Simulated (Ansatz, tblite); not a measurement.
**Ga5N4 zinc blende off sphere (Ga5N4H16−): a ladder of methods and basis sets**

How do method and basis change the picture of Ga5N4 zinc blende off sphere (Ga5N4H16−) (singlet)?

Computed with Ansatz 0.2.0, Gaussian basis. Level: as each input shows.

Plan: GFN1-xTB, GFN2-xTB, PBE-D4/def2-TZVP, r2SCAN-D4/def2-TZVP, LC-ωPBE/def2-TZVP, BLYP-D4/def2-TZVP, CAM-B3LYP-D4/def2-TZVP, LC-ωPBE(0.10)/def2-SVP, LC-ωPBE(0.15)/def2-SVP, LC-ωPBE(0.20)/def2-SVP, LC-ωPBE(0.30)/def2-SVP, PBE-D4/def2-SVP, PBE0-D4/def2-SVP, HF/6-31G, B3LYP-D4/6-31G, CCSD(T)/def2-SVP, MP2/def2-TZVP, RPA/def2-TZVP.

## Step 1: The structure

The singlet was relaxed beforehand with PBE-D4/def2-SVP.

25 atoms, charge -1, spin multiplicity 1.

Bond lengths: Ga1–N6 1.979 Å, Ga1–N7 2.037 Å, Ga1–H10 1.604 Å, Ga1–H11 1.595 Å, Ga2–N6 1.979 Å, Ga2–N8 2.038 Å, Ga2–H12 1.604 Å, Ga2–H13 1.595 Å, Ga3–N6 2.012 Å, Ga3–N9 2.012 Å, Ga3–H14 1.601 Å, Ga3–H15 1.601 Å, Ga4–N7 2.038 Å, Ga4–N9 1.979 Å, Ga4–H16 1.595 Å, Ga4–H17 1.604 Å, Ga5–N8 2.038 Å, Ga5–N9 1.979 Å and more. Angles: N6–Ga1–N7 102.6°, N6–Ga1–H10 111.7°, N6–Ga1–H11 111.6°, N7–Ga1–H10 104.7°, N7–Ga1–H11 105.8°, H10–Ga1–H11 118.7°, N6–Ga2–N8 102.7°, N6–Ga2–H12 111.7°, N6–Ga2–H13 111.5°, N8–Ga2–H12 104.6°, N8–Ga2–H13 105.8°, H12–Ga2–H13 118.7°, N6–Ga3–N9 102.6°, N6–Ga3–H14 108.7°, N6–Ga3–H15 108.7°, N9–Ga3–H14 108.7°, N9–Ga3–H15 108.7°, H14–Ga3–H15 118.4° and more.

The ion is computed in the gas phase, without counter-ions or solvent.

PBE0-D4/def2-TZVP was run before; its log isn't repeated, and its numbers join the tables.

## Step 2: GFN1-xTB

Tight binding, by tblite at 300 K electronic temperature and without a spin-polarisation term:

```python
tblite.interface.Calculator('GFN1-xTB', numbers, positions, charge=-1, uhf=0).singlepoint()
```

Energy -773.4361 eV, HOMO -6.66 eV, LUMO -0.97 eV; 0.035 s.

## Step 3: GFN2-xTB

Tight binding, by tblite at 300 K electronic temperature and without a spin-polarisation term:

```python
tblite.interface.Calculator('GFN2-xTB', numbers, positions, charge=-1, uhf=0).singlepoint()
```

Energy -714.1942 eV, HOMO -7.81 eV, LUMO -1.78 eV; 0.026 s.

## Step 4: PBE-D4/def2-TZVP

start.molden holds the orbitals of an earlier run on this state, given as this run's starting guess.

Input file in.yaml:

```yaml
crystal:
  periodic: [false, false, false]
  atoms:
    - {symbol: Ga, position_ang: [0.195050, -2.451768, -0.067843]}
    - {symbol: Ga, position_ang: [0.192170, -0.069417, -2.449880]}
    - {symbol: Ga, position_ang: [-2.085705, -0.006179, -0.001599]}
    - {symbol: Ga, position_ang: [0.188298, 0.066976, 2.450968]}
    - {symbol: Ga, position_ang: [0.180115, 2.452151, 0.071726]}
    - {symbol: N, position_ang: [-0.823997, -1.113287, -1.110390]}
    - {symbol: N, position_ang: [1.169216, -1.300071, 1.301709]}
    - {symbol: N, position_ang: [1.158440, 1.311171, -1.304134]}
    - {symbol: N, position_ang: [-0.832252, 1.106312, 1.111213]}
    - {symbol: H, position_ang: [1.362083, -3.120204, -0.942536]}
    - {symbol: H, position_ang: [-0.772753, -3.401297, 0.772333]}
    - {symbol: H, position_ang: [1.366107, -0.939359, -3.112423]}
    - {symbol: H, position_ang: [-0.778984, 0.761152, -3.404528]}
    - {symbol: H, position_ang: [-2.905000, -0.980529, 0.968704]}
    - {symbol: H, position_ang: [-2.905392, 0.965047, -0.974787]}
    - {symbol: H, position_ang: [-0.778410, -0.776013, 3.399141]}
    - {symbol: H, position_ang: [1.351778, 0.945229, 3.120927]}
    - {symbol: H, position_ang: [-0.792977, 3.400791, -0.763397]}
    - {symbol: H, position_ang: [1.346105, 3.121911, 0.946772]}
    - {symbol: H, position_ang: [-1.471128, -1.683551, -1.680468]}
    - {symbol: H, position_ang: [1.595052, -1.963013, 1.966006]}
    - {symbol: H, position_ang: [1.978153, -0.848515, 0.852337]}
    - {symbol: H, position_ang: [1.571631, 1.979672, -1.970880]}
    - {symbol: H, position_ang: [1.976063, 0.870538, -0.859652]}
    - {symbol: H, position_ang: [-1.483688, 1.672273, 1.680681]}
basis:
  gaussian: {orbitals: def2-TZVP, fitting: {mean_field: def2-universal-jkfit}, initial_orbitals: start.molden}
total_charge: -1
hamiltonian: {xc: pbe, dispersion: d4}
scf: {omitted_lower_state_checks: [starts]}
output: {forces: true, orbitals: {seedname: orbitals}}
```

Command:

```sh
$ ansatz run in.yaml --threads 2 --pin off --events-out ev --progress --plain --max-ram 32768MiB --backend cuda --devices 0, --max-vram 18GiB
```

Further steps of the session: r2SCAN-D4/def2-TZVP; LC-ωPBE/def2-TZVP; BLYP-D4/def2-TZVP; CAM-B3LYP-D4/def2-TZVP; LC-ωPBE(0.10)/def2-SVP; LC-ωPBE(0.15)/def2-SVP; LC-ωPBE(0.20)/def2-SVP; LC-ωPBE(0.30)/def2-SVP; PBE-D4/def2-SVP; PBE0-D4/def2-SVP; HF/6-31G; B3LYP-D4/6-31G; CCSD(T)/def2-SVP; MP2/def2-TZVP; RPA/def2-TZVP.

Before running them: what should the planned runs give, taken together? Wanted: gap in def2-TZVP, named functionals, smallest and largest; gap over the ω; correlation energy, CCSD(T)/def2-SVP; correlation energy, MP2/def2-TZVP; PBE0 total energy, smallest basis above largest.

**Answer**, as computed:

| quantity | value |
| --- | --- |
| gap in def2-TZVP, named functionals, smallest and largest | 4.51 eV (BLYP-D4), 11.24 eV (LC-ωPBE) |
| gap over the ω (1/bohr) | 7.63 eV at 0.1, 10.87 eV at 0.3 |
| correlation energy, CCSD(T)/def2-SVP | -53.04 eV |
| correlation energy, MP2/def2-TZVP | -56.28 eV |
| PBE0 total energy, smallest basis above largest | 40.42 eV (def2-SVP, def2-TZVP) |

What this shows: Orbital gaps of the named functionals in def2-TZVP span 4.51 eV (BLYP-D4) to 11.24 eV (LC-ωPBE); exact exchange widens it. Raising the ω (1/bohr) from 0.1 to 0.3 moves the HOMO by -1.91 eV and the LUMO by +1.33 eV.
